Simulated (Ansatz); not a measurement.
# CHBFNSe: the cost of one run

All numbers below are computed with Ansatz 0.2.0 (UKS BLYP/def2-SVP).

## 1. The starting structure

Bond lengths: F1–C2 1.421 Å, C2–N3 1.334 Å, N3–B4 1.525 Å, C2–Se5 1.909 Å, B4–Se5 1.846 Å, B4–H6 1.238 Å. Angles: F1–C2–N3 133.1°, F1–C2–Se5 130.7°, N3–C2–Se5 95.4°, C2–N3–B4 98.2°, N3–B4–Se5 91.7°, N3–B4–H6 129.6°, Se5–B4–H6 133.9°, C2–Se5–B4 70.4°.

As a file:

```xyz
6

F     1.5101   -1.9359   -0.3008
C     0.6435   -0.8210   -0.1437
N    -0.4549   -0.6157    0.5850
B    -0.6192    0.8761    0.3133
Se    0.4840    0.7845   -1.1644
H    -1.5214    1.6479    0.6644
```

## 2. Relaxing end A

input.yaml

```yaml
crystal:
  periodic: [false, false, false]
  atoms:
    - { symbol: F, position_ang: [1.5101, -1.9359, -0.3008] }
    - { symbol: C, position_ang: [0.6435, -0.821, -0.1437] }
    - { symbol: "N", position_ang: [-0.4549, -0.6157, 0.585] }
    - { symbol: B, position_ang: [-0.6192, 0.8761, 0.3133] }
    - { symbol: Se, position_ang: [0.484, 0.7845, -1.1644] }
    - { symbol: H, position_ang: [-1.5214, 1.6479, 0.6644] }
magnetization:
  spin_polarized: true
basis:
  gaussian: { orbitals: def2-SVP }
hamiltonian:
  xc: blyp
relax:
  f_tol: 0.02
  max_steps: 50
```

The run is started by

```
$ ansatz run input.yaml --threads 2 --pin off --max-ram 3072MiB --backend cpu --events-out ev --progress --plain --runs-dir out
```

Q: Estimate wall time and peak memory on 2 threads of Arm Neoverse V2, shared host.

About 23 s, with a peak of 0.2 GiB.
